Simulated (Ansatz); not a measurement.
**C2H2FSi (SMILES C#C[SiH]F) at UB2PLYP/def2-SVPD**

What is the vertical doublet–quartet gap of C2H2FSi at UB2PLYP/def2-SVPD? 

The results are computed with Ansatz 0.2.0.

46 further runs of the same task are left out: 46 set aside as unsound or not needed.

## Step 1: The system as given

C2H2FSi has 6 atoms, charge 0, and is taken as a doublet. SMILES: `C#C[SiH]F`. Geometry: relaxed at PBE0-D4/def2-TZVP.

Bond lengths: C1–C2 1.209 Å, C2–Si3 1.806 Å, Si3–F4 1.599 Å, C1–H5 1.066 Å, Si3–H6 1.485 Å. Angles: C1–C2–Si3 173.2°, C2–Si3–F4 109.8°, C2–C1–H5 179.1°, C2–Si3–H6 111.2°, F4–Si3–H6 108.3°.

## Step 2: The energy at UB2PLYP/def2-SVPD

File job.yaml:

```yaml
crystal:
  periodic: [false, false, false]
  atoms:
    - {symbol: C, position_ang: [0.118100, -0.680000, -1.605700]}
    - {symbol: C, position_ang: [0.120400, -0.213700, -0.490100]}
    - {symbol: Si, position_ang: [0.338300, 0.466700, 1.168800]}
    - {symbol: F, position_ang: [-0.478000, -0.412300, 2.226800]}
    - {symbol: H, position_ang: [0.100300, -1.089200, -2.590300]}
    - {symbol: H, position_ang: [-0.157100, 1.864400, 1.244300]}
basis:
  gaussian:
    orbitals: def2-SVPD
output: {orbitals: {seedname: orbitals}}
magnetization:
  spin_polarized: true
  initial_magnetization: 1
correlation:
  frozen_orbitals: {C: 1, F: 1, H: 0, Si: 5}
hamiltonian:
  xc: {name: B2PLYP}
accuracy: high
```

Run with:

```sh
$ ansatz run job.yaml --threads 1 --pin off --max-ram 3480MiB --events-out events.jsonl --progress --plain --runs-dir runs
```

Standard output:

```text
Warning: RAYON_NUM_THREADS=1 ignored (pool sized by the plan → 1); use --threads N
Functional definition: B2PLYP
  name "B2PLYP"
  parameter a = 0.53
  parameter c = 0.27
  exchange = (1 - a)*b88_x + a*exact_x
  correlation = (1 - c)*lyp_c + c*(mp2_os + mp2_ss)
1967 factors; integrals over basis functions are off by at most 3.7e-9 eV
mean field evaluation 1: about -12676.8844 eV, gradient 2.9e1 eV
mean field evaluation 2: about -12676.8881 eV, gradient 2.9e1 eV
mean field evaluation 4: about -12681.0540 eV, gradient 3.2e0 eV
mean field evaluation 8: about -12681.1268 eV, gradient 2.4e-1 eV
mean field evaluation 16: about -12681.1278 eV, gradient 1.2e-3 eV
mean field evaluation 32: about -12681.1278 eV, gradient 3.6e-8 eV
mean field -12681.12778948 eV, -466.0228506863 hartree, gradient 3.6e-8 eV, S^2 0.759045; 0 other end points of the search recorded, 0 dependent functions left out
8 core orbitals not correlated: weight in the atoms' cores, before any rotation towards them, 1.000 or more for the frozen orbitals, at most 0.000 for the correlated occupied ones
reference -12681.12781433 eV, -466.0228515993 hartree; 11, 10 occupied and 84, 85 virtual orbitals, 1967 factors
second order -17.96334488 eV of doubles, -0.00000000 eV of singles
Total energy: -12685.97791744 eV, -466.2010896013 hartree
```

Wall time 16 s (1 thread of Arm Neoverse V1, shared host); peak memory 0.43 GiB.

## Step 3: The quartet at the same level

Edit job.yaml of step 2 so:

```diff
@@ -10,12 +10,8 @@
 basis:
-  gaussian:
-    orbitals: def2-SVPD
+  gaussian: {orbitals: def2-SVPD}
+total_charge: 0
+magnetization: {spin_polarized: true, initial_magnetization: 3}
+hamiltonian: {xc: {name: B2PLYP}}
+correlation: {frozen_orbitals: {C: 1, F: 1, H: 0, Si: 5}}
+accuracy: high
 output: {orbitals: {seedname: orbitals}}
-magnetization:
-  spin_polarized: true
-  initial_magnetization: 1
-correlation:
-  frozen_orbitals: {C: 1, F: 1, H: 0, Si: 5}
-hamiltonian:
-  xc: {name: B2PLYP}
-accuracy: high
```

Run with:

```sh
$ ansatz run job.yaml --threads 1 --pin off --max-ram 3480MiB --events-out events.jsonl --progress --plain --runs-dir runs
```

Standard output (excerpt; [...] marks lines left out):

```text
Warning: RAYON_NUM_THREADS=1 ignored (pool sized by the plan → 1); use --threads N
[... 2 set-up lines as earlier in the session ...]
[...]
1967 factors; integrals over basis functions are off by at most 3.7e-9 eV
[...]
mean field -12676.33724206 eV, -465.8468013156 hartree, gradient 7.3e-8 eV, S^2 3.765776; 4 other end points of the search recorded, 0 dependent functions left out
8 core orbitals not correlated: weight in the atoms' cores, before any rotation towards them, 1.000 or more for the frozen orbitals, at most 0.000 for the correlated occupied ones
reference -12676.33726749 eV, -465.8468022502 hartree; 12, 9 occupied and 83, 86 virtual orbitals, 1967 factors
second order -16.05526644 eV of doubles, -0.00000000 eV of singles
Total energy: -12680.67218943 eV, -466.0061076932 hartree
```

Run time: 31 s. Hardware: 1 thread of Arm Neoverse V1, shared host; peak memory 0.44 GiB.

## Step 4: Outcome

Level: UB2PLYP/def2-SVPD, 8 core orbitals frozen.

| quantity | value |
| --- | --- |
| doublet: total energy | -466.20109 Eh |
| doublet: HOMO energy (SCF part's orbitals) (highest over α and β) | -7.49 eV |
| doublet: LUMO energy (SCF part's orbitals) (lowest over α and β) | -1.50 eV |
| doublet: ⟨S²⟩ | 0.759 |
| quartet: total energy | -466.00611 Eh |
| quartet: HOMO energy (SCF part's orbitals) (highest over α and β) | -4.91 eV |
| quartet: LUMO energy (SCF part's orbitals) (lowest over α and β) | -3.72 eV |
| quartet: ⟨S²⟩ | 3.766 |
| vertical energy of the quartet above the doublet | 5.306 eV |

**Reading.** At this shape the quartet lies 5.31 eV (512 kJ/mol) above the doublet.
